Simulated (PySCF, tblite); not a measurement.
# Si11Ge12H30: electronic excitations, NMR shifts

Aim: compute the electronic excitations, NMR shifts of Si11Ge12H30.

Programs: tblite 0.8.0 and PySCF 2.14.0, with routines of our own; each step states its level. All values are computed. Atoms count from 0.

## Step 1: The system as given

53 atoms, charge 0, multiplicity 1; geometry from: force field, distance geometry or constructed start.

## Step 2: Geometry optimisation with GFN2-xTB

The job: settings as JSON, then the geometry in Å.

```
{"job": {"kind": "relax", "xc": "GFN2-xTB", "basis": "xTB"}, "charge": 0, "multiplicity": 1}
Ge    -2.765400    -1.857300    -3.381700
Si    -0.814900    -0.722000     3.809600
Ge    -0.806500    -0.726900    -0.180600
Si    -0.812400    -0.720200    -2.586700
Ge    -4.730000    -0.725800    -0.178200
Ge    -2.773600    -1.856000     3.014300
Si    -4.728900    -0.722900    -2.583800
Si    -2.766900    -1.852800     0.619500
Ge    -0.809000     1.534900    -3.380500
Ge    -0.814500     1.536200     3.018500
Si    -0.813800     1.535800     0.615900
Ge     1.144500    -1.857500    -3.380100
Si     3.102300    -0.723900     3.821500
Ge     3.107900    -0.725200    -0.184300
Si     3.103500    -0.719500    -2.580300
Ge     1.145100    -1.854900     3.023200
Si     1.147400    -1.853600     0.618900
Ge     3.104600     1.533600    -3.381100
Si     1.146400     2.669700     3.819000
Ge     1.149800     2.668800    -0.178900
Ge     3.103400     1.540800     3.018400
Si     1.146100     2.669400    -2.580700
Si     3.109100     1.541600     0.624600
H     -2.774500    -1.859800    -4.911600
H     -2.769800    -3.295400    -2.869200
H     -0.817800    -0.725500     5.259000
H     -5.977600    -1.443600     0.327700
H     -4.729600     0.718400     0.329600
H     -4.019000    -1.133800     3.524900
H     -2.769200    -3.297600     3.530300
H     -5.901200    -1.402900    -3.061600
H     -4.730900     0.634300    -3.060300
H     -2.771300    -3.213000     0.136100
H     -0.809600     1.535700    -4.906400
H     -2.059700     2.260100    -2.873400
H     -2.060400     2.260500     3.524000
H     -1.988200     2.216000     0.133900
H      1.147900    -1.853000    -4.912700
H      1.148100    -3.301900    -2.870200
H      3.100900    -0.721200     5.257700
H      4.281400    -1.405800     3.340300
H      4.360900    -1.451500     0.332100
H      4.286400    -1.402500    -3.064100
H      1.149600    -3.298500     3.525100
H      1.143300    -3.211400     0.140400
H      3.103800     1.538600    -4.913500
H      4.357400     2.258400    -2.870700
H      1.146700     4.028100     3.338800
H      1.148600     2.668300     5.256700
H      1.148900     4.111100     0.330400
H      4.354100     2.251000     3.530000
H      1.153600     4.026800    -3.060800
H      4.281100     2.215500     0.138100
```

Launch:

```bash
OMP_NUM_THREADS=4 python large_run.py task.json out
```

One launch serves the whole session: the jobs run in the order shown.

The log of the run:

```text
step      E/eV     max force
  0   -1565.55784    1.125
  1   -1565.77957    0.778
  2   -1565.98503    0.431
  3   -1566.05480    0.601
  4   -1566.19433    0.626
  5   -1566.26613    0.493
  6   -1566.29692    0.317
  7   -1566.31154    0.235
  8   -1566.32822    0.160
  9   -1566.33914    0.151
 10   -1566.34690    0.162
 11   -1566.35212    0.158
 12   -1566.35680    0.120
 13   -1566.36137    0.118
 14   -1566.36602    0.117
 15   -1566.37035    0.103
 16   -1566.37363    0.093
 17   -1566.37572    0.072
 18   -1566.37734    0.066
 19   -1566.37903    0.075
 20   -1566.38085    0.079
 21   -1566.38258    0.071
 22   -1566.38405    0.059
 23   -1566.38537    0.059
 24   -1566.38666    0.065
 25   -1566.38783    0.056
 26   -1566.38887    0.054
 27   -1566.38987    0.054
 28   -1566.39082    0.059
 29   -1566.39159    0.047
 30   -1566.39214    0.036
 31   -1566.39255    0.028
 32   -1566.39296    0.033
 33   -1566.39339    0.036
 34   -1566.39377    0.030
 35   -1566.39407    0.033
 36   -1566.39432    0.027
 37   -1566.39453    0.027
 38   -1566.39473    0.026
 39   -1566.39491    0.021
 40   -1566.39508    0.025
 41   -1566.39524    0.025
 42   -1566.39539    0.022
 43   -1566.39554    0.022
 44   -1566.39566    0.019
```

Run time: 12 s. Hardware: 4 threads of Arm Neoverse N1, shared host; peak memory 0.17 GiB.

Relaxation path:

```tsv
step	energy from step 0 (eV)	largest force (eV/Å)
0	0.0000	1.1251
1	-0.2217	0.7784
2	-0.4272	0.4310
3	-0.4970	0.6012
4	-0.6365	0.6261
5	-0.7083	0.4931
6	-0.7391	0.3168
7	-0.7537	0.2354
8	-0.7704	0.1599
10	-0.7891	0.1621
13	-0.8035	0.1178
16	-0.8158	0.0927
19	-0.8212	0.0747
22	-0.8262	0.0580
25	-0.8300	0.0559
28	-0.8330	0.0589
31	-0.8347	0.0286
34	-0.8359	0.0297
37	-0.8367	0.0271
40	-0.8372	0.0251
41	-0.8374	0.0251
42	-0.8375	0.0220
43	-0.8377	0.0220
44	-0.8378	0.0189
```

Close pairs (by a distance rule), those that changed most:

```tsv
bond	before (Å)	after (Å)	change (Å)
Ge4–Si6	2.406	2.349	-0.057
Ge0–Si6	2.404	2.348	-0.056
Si1–Ge5	2.399	2.353	-0.046
Ge4–Si7	2.400	2.357	-0.044
Ge17–Si21	2.401	2.364	-0.038
Si12–Ge20	2.403	2.367	-0.036
Ge9–Si18	2.402	2.367	-0.036
Si22–H52	1.437	1.472	+0.036
```

The final coordinates are the input of the step that follows.

## Step 3: Electronic excitations: TDDFT PBE/def2-SVP

The job: settings as JSON, then the geometry in Å.

```
{"job": {"kind": "uv", "basis": "def2-SVP", "grid": 1, "kgrid": 0, "vcut": null, "nstates": 6, "ntriplets": 2, "tda": false, "delta": ["ip_vertical"], "pop": true, "xc": "PBE"}, "charge": 0, "multiplicity": 1}
Ge    -2.889983    -1.737822    -3.409495
Si    -0.816319    -0.733083     3.884714
Ge    -0.832518    -0.768302    -0.213601
Si    -0.852839    -0.790500    -2.652687
Ge    -4.702622    -0.822356    -0.300090
Ge    -2.701238    -1.819658     2.987594
Si    -4.870429    -0.737302    -2.641415
Si    -2.799002    -1.854387     0.629569
Ge    -0.703340     1.490512    -3.339480
Ge    -0.700673     1.488535     3.029137
Si    -0.797606     1.503621     0.633487
Ge     1.193452    -1.788301    -3.360968
Si     3.143355    -0.722458     3.878931
Ge     3.032003    -0.662230    -0.234752
Si     3.181821    -0.738005    -2.615721
Ge     1.175061    -1.740804     3.046931
Si     1.151310    -1.853367     0.653305
Ge     3.054586     1.503492    -3.360427
Si     1.155643     2.692907     3.868238
Ge     1.163745     2.559936    -0.243267
Ge     3.031547     1.496110     3.061157
Si     1.174747     2.731649    -2.621995
Si     3.128489     1.548976     0.675482
H     -2.854900    -1.952339    -4.912838
H     -2.852165    -3.192877    -2.956786
H     -0.809820    -0.724339     5.357386
H     -5.981488    -1.343080     0.332010
H     -4.738180     0.598767     0.238026
H     -3.967892    -1.211432     3.559928
H     -2.814918    -3.223525     3.554280
H     -6.077597    -1.385917    -3.158867
H     -4.881329     0.653867    -3.103381
H     -2.777300    -3.259487     0.175510
H     -0.884182     1.605351    -4.845432
H     -1.980502     2.202586    -2.907277
H     -1.967031     2.206328     3.504268
H     -2.012563     2.196015     0.165482
H      1.198060    -1.955541    -4.871365
H      1.190678    -3.253633    -2.958906
H      3.193896    -0.752413     5.346652
H      4.354062    -1.404503     3.405714
H      4.267140    -1.395222     0.306169
H      4.387707    -1.416850    -3.110173
H      1.172306    -3.193748     3.530439
H      1.172208    -3.252522     0.191971
H      3.188220     1.576723    -4.871018
H      4.330410     2.235482    -2.975848
H      1.167350     4.082377     3.394838
H      1.146523     2.751625     5.335786
H      1.124099     3.991245     0.310360
H      4.284400     2.228234     3.552383
H      1.182862     4.114308    -3.118682
H      4.328763     2.244582     0.181822
```

With the program's defaults for keys left out, this is: TDDFT PBE/def2-SVP, vertical, gas phase, core orbitals frozen in the response.

The log of the run:

```text
start: PBE on a coarse grid of 215437 points
cycle   1  E = -28117.0635403892  dE = -5.023e+00  |g| = 1.600e+00  |ddm| = 8.402e+00
cycle   2  E = -28116.9044791014  dE =  1.591e-01  |g| = 1.975e+00  |ddm| = 2.198e+00
cycle   3  E = -28117.2692308341  dE = -3.648e-01  |g| = 2.836e-01  |ddm| = 1.717e+00
cycle   4  E = -28117.2938432132  dE = -2.461e-02  |g| = 1.140e-01  |ddm| = 6.600e-01
cycle   5  E = -28117.2981571179  dE = -4.314e-03  |g| = 2.710e-02  |ddm| = 2.173e-01
cycle   6  E = -28117.2984009759  dE = -2.439e-04  |g| = 9.345e-03  |ddm| = 5.908e-02
final grid: 215437 points
cycle   7  E = -28117.2982900834  dE =  1.109e-04  |g| = 1.982e-02  |ddm| = 5.081e-02
cycle   8  E = -28117.2976576355  dE =  6.324e-04  |g| = 4.520e-02  |ddm| = 1.142e-01
cycle   9  E = -28117.2984254650  dE = -7.678e-04  |g| = 5.275e-03  |ddm| = 8.337e-02
cycle  10  E = -28117.2984267848  dE = -1.320e-06  |g| = 7.538e-04  |ddm| = 9.966e-03
cycle  11  E = -28117.2984301474  dE = -3.363e-06  |g| = 1.215e-04  |ddm| = 1.280e-03
cycle  12  E = -28117.2984331700  dE = -3.023e-06  |g| = 7.685e-05  |ddm| = 3.381e-04
converged SCF energy = -28117.2984331700
Vertical ionisation energy (delta-SCF) = 7.3341 eV   <S^2> = 0.751

Static polarisability (au): isotropic 694.686, principal 555.152 734.205 794.702

Singlet excitations
state   eV       nm        f      main configurations
  1   3.7418    331.3   0.00102   H->L 0.98
  2   3.9169    316.5   0.00026   H-2->L 0.95
  3   3.9282    315.6   0.00516   H-1->L 0.87
  4   3.9446    314.3   0.00437   H->L+1 0.91
  5   3.9682    312.4   0.00101   H-3->L 0.97
  6   4.0768    304.1   0.00156   H->L+2 0.95

Triplet excitations (Tamm-Dancoff, eV): 3.6196 3.7970
```

Run time: 2.5 min. Hardware: 4 threads of Arm Neoverse N1, shared host; peak memory 3 GiB.

The orbitals next to the gap, with their largest atomic shares:

```tsv
orbital	eV	atoms
HOMO−4	-6.34	Ge20 10 %, Si21 7 %, Si22 6 %
HOMO−3	-6.18	Si22 18 %, Ge19 13 %, Ge13 12 %
HOMO−2	-6.11	Ge2 17 %, Si16 11 %, Si3 8 %
HOMO−1	-6.11	Ge2 15 %, Si3 12 %, Si10 10 %
HOMO	-5.92	Ge2 12 %, Si7 11 %, Si16 7 %
LUMO	-2.24	Si3 12 %, Ge0 12 %, Ge11 10 %
LUMO+1	-2.03	Ge2 10 %, Si7 8 %, Si10 7 %
LUMO+2	-1.88	Ge13 10 %, Ge15 9 %, Si16 9 %
LUMO+3	-1.82	Ge19 10 %, Si10 10 %, Ge9 8 %
```

With each of the 6 states as a Gaussian band of 0.4 eV half-width at 1/e, the curve within the window shown has maxima at 314 nm (ε 530) L/(mol cm). Beyond the last state computed it falls off for lack of states. The curve at chosen wavelengths:

nm, ε (L/mol/cm) and a bar:
```
      283        171 #########
      287        229 #############
      292        308 #################
      296        370 #####################
      301        439 #########################
      305        482 ###########################
      310        516 #############################
      314        525 ##############################
      319        515 #############################
      323        492 ############################
      327        458 ##########################
      332        406 #######################
      336        360 ####################
      341        301 #################
      345        256 ##############
      350        204 ###########
      354        168 #########
      358        136 #######
      363        103 #####
      367         81 ####
      372         60 ###
      376         46 ##
      381         33 #
      385         25 #
      390         18 
      394         13
```

Further results of this job:

```tsv
property	computed
dipole moment (D)	0.50
polarisability (Å³)	102.94
HOMO–LUMO gap (eV)	3.68
−ε(HOMO) (eV)	5.92
```

## Step 4: NMR shifts: GIAO KT3/pcSseg-1

The job, as its differences from that of step 3:

```diff
@@ -1,2 +1,2 @@
-{"job": {"kind": "uv", "basis": "def2-SVP", "grid": 1, "kgrid": 0, "vcut": null, "nstates": 6, "ntriplets": 2, "tda": false, "delta": ["ip_vertical"], "pop": true, "xc": "PBE"}, "charge": 0, "multiplicity": 1}
+{"job": {"kind": "nmr", "xc": "KT3", "basis": "pcSseg-1", "pop": false}, "charge": 0, "multiplicity": 1}
 Ge    -2.889983    -1.737822    -3.409495
```

With the program's defaults for keys left out, this is: GIAO KT3/pcSseg-1 NMR shielding, non-relativistic, gas phase.

The log of the run:

```text
start: PBE on a coarse grid of 215437 points
cycle   1  E = -28118.1818964211  dE = -5.575e+00  |g| = 3.482e+00  |ddm| = 9.119e+00
cycle   2  E = -28117.5840588839  dE =  5.978e-01  |g| = 4.102e+00  |ddm| = 4.261e+00
cycle   3  E = -28118.7864178136  dE = -1.202e+00  |g| = 5.436e-01  |ddm| = 3.280e+00
cycle   4  E = -28118.8060667255  dE = -1.965e-02  |g| = 4.169e-01  |ddm| = 1.695e+00
cycle   5  E = -28118.8656791466  dE = -5.961e-02  |g| = 7.906e-02  |ddm| = 8.700e-01
cycle   6  E = -28118.8674633666  dE = -1.784e-03  |g| = 2.372e-02  |ddm| = 1.631e-01
cycle   7  E = -28118.8676254032  dE = -1.620e-04  |g| = 7.227e-03  |ddm| = 5.115e-02
final grid: 408076 points
cycle   8  E = -28245.7917153629  dE = -3.954e-02  |g| = 1.699e+00  |ddm| = 1.908e+00
cycle   9  E = -28245.6524958411  dE =  1.392e-01  |g| = 2.135e+00  |ddm| = 2.316e+00
cycle  10  E = -28245.9635984867  dE = -3.111e-01  |g| = 1.884e-01  |ddm| = 1.422e+00
cycle  11  E = -28245.9670349324  dE = -3.436e-03  |g| = 1.163e-01  |ddm| = 5.028e-01
cycle  12  E = -28245.9718717284  dE = -4.837e-03  |g| = 1.844e-02  |ddm| = 2.507e-01
cycle  13  E = -28245.9719753307  dE = -1.036e-04  |g| = 6.101e-03  |ddm| = 4.137e-02
cycle  14  E = -28245.9719831284  dE = -7.798e-06  |g| = 1.970e-03  |ddm| = 1.323e-02
cycle  15  E = -28245.9719926716  dE = -9.543e-06  |g| = 5.680e-04  |ddm| = 3.987e-03
cycle  16  E = -28245.9719853840  dE =  7.288e-06  |g| = 2.125e-04  |ddm| = 1.361e-03
cycle  17  E = -28245.9719819512  dE =  3.433e-06  |g| = 1.104e-04  |ddm| = 5.411e-04
cycle  18  E = -28245.9719876292  dE = -5.678e-06  |g| = 2.519e-05  |ddm| = 2.120e-04
converged SCF energy = -28245.9719876292

GIAO shielding tensors (ppm)
atom      isotropic    diamagn.    paramagn.     s11        s22        s33       span
  0 Ge    1667.093    2763.984   -1096.891   1635.342   1648.043   1717.895     82.552
  1 Si     470.259     884.621    -414.362    453.990    471.698    485.088     31.098
  2 Ge    1690.404    2766.644   -1076.240   1655.835   1694.761   1720.617     64.782
  3 Si     447.405     881.574    -434.170    423.788    440.277    478.150     54.362
  4 Ge    1677.969    2763.632   -1085.663   1592.260   1682.491   1759.155    166.895
  5 Ge    1658.543    2761.932   -1103.389   1620.540   1640.328   1714.762     94.221
  6 Si     465.299     883.938    -418.639    442.430    466.773    486.694     44.264
  7 Si     459.953     884.576    -424.623    446.083    455.757    478.019     31.936
  8 Ge    1668.640    2763.763   -1095.123   1625.258   1666.807   1713.854     88.596
  9 Ge    1677.752    2765.314   -1087.562   1654.822   1677.812   1700.622     45.800
 10 Si     455.451     883.224    -427.773    446.440    453.090    466.823     20.384
 11 Ge    1659.568    2762.610   -1103.042   1610.763   1664.131   1703.810     93.047
 12 Si     461.943     884.322    -422.379    432.526    473.547    479.755     47.229
 13 Ge    1683.551    2764.990   -1081.439   1650.960   1682.267   1717.424     66.464
 14 Si     456.748     884.231    -427.483    445.154    457.829    467.263     22.109
 15 Ge    1680.208    2765.064   -1084.855   1661.209   1678.598   1700.817     39.608
 16 Si     450.553     882.982    -432.429    444.728    447.812    459.119     14.391
 17 Ge    1679.985    2762.306   -1082.320   1639.216   1694.947   1705.793     66.577
 18 Si     462.589     884.335    -421.747    432.639    473.817    481.310     48.671
 19 Ge    1685.258    2765.118   -1079.860   1654.865   1683.579   1717.332     62.467
 20 Ge    1690.773    2765.030   -1074.257   1671.451   1679.506   1721.361     49.910
 21 Si     460.770     884.504    -423.734    447.851    459.365    475.096     27.245
 22 Si     460.448     884.236    -423.788    445.654    446.149    489.541     43.887
 23 H       28.293      29.826      -1.533     20.084     23.282     41.513     21.429
 24 H       28.064      31.454      -3.390     21.988     24.320     37.883     15.895
 25 H       28.107      32.363      -4.256     22.836     25.280     36.206     13.370
 26 H       28.195      29.363      -1.168     19.511     23.136     41.936     22.425
 27 H       28.169      31.943      -3.774     21.622     25.497     37.389     15.767
 28 H       28.175      30.702      -2.527     21.020     23.074     40.431     19.411
 29 H       27.958      30.272      -2.314     20.775     21.939     41.160     20.385
 30 H       28.007      27.711       0.296     22.580     24.730     36.710     14.130
 31 H       27.875      28.455      -0.580     23.916     26.662     33.048      9.132
 32 H       27.485      30.482      -2.997     23.770     26.078     32.606      8.836
 33 H       28.250      31.735      -3.485     20.751     22.752     41.249     20.498
 34 H       27.912      33.033      -5.120     22.019     23.461     38.258     16.239
 35 H       27.604      32.174      -4.570     20.240     22.039     40.532     20.292
 36 H       27.058      32.200      -5.142     23.760     24.973     32.440      8.680
 37 H       28.220      31.062      -2.842     21.032     22.307     41.320     20.288
 38 H       27.901      31.870      -3.969     21.635     23.075     38.994     17.359
 39 H       27.984      30.146      -2.162     23.690     24.166     36.096     12.406
 40 H       27.587      29.634      -2.047     23.019     25.413     34.329     11.310
 41 H       27.397      32.733      -5.336     19.039     23.203     39.950     20.912
 42 H       27.617      29.934      -2.317     22.725     23.563     36.565     13.840
 43 H       27.610      31.741      -4.131     20.361     21.569     40.901     20.540
 44 H       27.146      31.322      -4.177     22.765     25.637     33.035     10.269
 45 H       28.258      30.206      -1.948     20.870     22.110     41.794     20.924
 46 H       28.022      31.103      -3.081     20.311     23.394     40.361     20.050
 47 H       27.576      29.694      -2.118     23.051     25.415     34.261     11.210
 48 H       28.000      30.319      -2.319     23.700     24.206     36.093     12.394
 49 H       27.378      32.955      -5.577     19.209     23.144     39.782     20.573
 50 H       27.678      30.077      -2.399     19.893     21.016     42.125     22.232
 51 H       27.660      30.051      -2.391     22.852     23.503     36.626     13.774
 52 H       27.385      31.961      -4.576     21.089     26.340     34.726     13.637
```

Run time: 2.2 min. Hardware: 4 threads of Arm Neoverse N1, shared host; peak memory 2.8 GiB.

Shifts follow as δ = σ(reference) − σ, with reference shieldings (ppm) from runs at the same level and on the same kind of geometry: 1H TMS 31.76, 29Si TMS 361.7. The references are single molecules in the gas phase.

```tsv
atoms	environment	σ (ppm)	δ (ppm)
H36	hydrogen on a silicon bonded to 3 Ge	27.06	4.70
H44	hydrogen on a silicon bonded to 3 Ge	27.15	4.61
H49	hydrogen on a germanium bonded to 3 Si	27.38	4.38
H52	hydrogen on a silicon bonded to 3 Ge	27.39	4.37
H41	hydrogen on a germanium bonded to 3 Si	27.40	4.36
H32	hydrogen on a silicon bonded to 3 Ge	27.48	4.28
H47	hydrogen on a silicon bonded to 2 Ge	27.58	4.18
H40	hydrogen on a silicon bonded to 2 Ge	27.59	4.17
H35	hydrogen on a germanium bonded to 3 Si	27.60	4.16
H43	hydrogen on a germanium bonded to 3 Si	27.61	4.15
H42	hydrogen on a silicon bonded to 3 Ge	27.62	4.14
H51	hydrogen on a silicon bonded to 3 Ge	27.66	4.10
H50	hydrogen on a germanium bonded to 3 Si	27.68	4.08
H31	hydrogen on a silicon bonded to 2 Ge	27.88	3.88
H38	hydrogen on a germanium bonded to 2 Si	27.90	3.86
H34	hydrogen on a germanium bonded to 2 Si	27.91	3.85
H29	hydrogen on a germanium bonded to 2 Si	27.96	3.80
H39	hydrogen on a silicon bonded to 2 Ge	27.98	3.78
H48	hydrogen on a silicon bonded to 2 Ge	28.00	3.76
H30	hydrogen on a silicon bonded to 2 Ge	28.01	3.75
H46	hydrogen on a germanium bonded to 2 Si	28.02	3.74
H24	hydrogen on a germanium bonded to 2 Si	28.06	3.70
H25	hydrogen on a silicon bonded to 3 Ge	28.11	3.65
H27	hydrogen on a germanium bonded to 2 Si	28.17	3.59
H28	hydrogen on a germanium bonded to 2 Si	28.18	3.58
H26	hydrogen on a germanium bonded to 2 Si	28.19	3.57
H37	hydrogen on a germanium bonded to 2 Si	28.22	3.54
H33	hydrogen on a germanium bonded to 2 Si	28.25	3.51
H45	hydrogen on a germanium bonded to 2 Si	28.26	3.50
H23	hydrogen on a germanium bonded to 2 Si	28.29	3.47
Ge5	germanium bonded to 2 Si, 2 H	1659	–
Ge11	germanium bonded to 2 Si, 2 H	1660	–
Ge0	germanium bonded to 2 Si, 2 H	1667	–
Ge8	germanium bonded to 2 Si, 2 H	1669	–
Ge9	germanium bonded to 3 Si, H	1678	–
Ge4	germanium bonded to 2 Si, 2 H	1678	–
Ge17	germanium bonded to 2 Si, 2 H	1680	–
Ge15	germanium bonded to 3 Si, H	1680	–
Ge13	germanium bonded to 3 Si, H	1684	–
Ge19	germanium bonded to 3 Si, H	1685	–
```

Ring of atoms Ge0, Ge2, Si3, Ge4, Si6, Si7: NICS(0) -1.7, NICS(1) -1.6, NICS(1)zz 9.0 ppm (means of both faces).

Ring of atoms Si1, Ge2, Ge5, Si7, Ge9, Si10: NICS(0) -1.6, NICS(1) -1.6, NICS(1)zz 4.9 ppm (means of both faces).

Ring of atoms Si1, Ge2, Ge5, Si7, Ge15, Si16: NICS(0) -1.4, NICS(1) -1.5, NICS(1)zz 5.2 ppm (means of both faces).

## Step 5: Outcome

```
                                quantity                                                                                                           value
           lowest singlet (PBE/def2-SVP)                                                                                     3.74 eV (331 nm), f = 0.001
brightest single state of those computed                                                                                     state 3, 3.93 eV, f = 0.005
                          lowest triplet                                                                                                         3.62 eV
    1H shifts against TMS (KT3/pcSseg-1)                 4.70, 4.61, 4.38, 4.37, 4.36, 4.28, 4.18, 4.17, 4.16, 4.15, 4.14, 4.10, 4.08, 3.88 ppm and more
  29Si shifts against TMS (KT3/pcSseg-1)                             -85.7, -88.9, -93.8, -95.1, -98.3, -98.8, -99.1, -100.3, -100.9, -103.6, -108.6 ppm
         shieldings of Ge (KT3/pcSseg-1)  Ge5 1658.5, Ge11 1659.6, Ge0 1667.1, Ge8 1668.6, Ge9 1677.8, Ge4 1678.0, Ge17 1680.0, Ge15 1680.2 ppm and more
```

**Reading.** The first singlet state (HOMO→LUMO 0.98) lies at 3.74 eV and is weak; of the 6 states computed, the strongest absorption comes from states 3 to 5 together at 3.93 eV. The lowest triplet lies 0.12 eV below the lowest singlet (triplets in Tamm-Dancoff, singlets in full TDDFT). At KT3/pcSseg-1: The largest span, 167 ppm, is at Ge4, where the paramagnetic term is -1086 ppm.
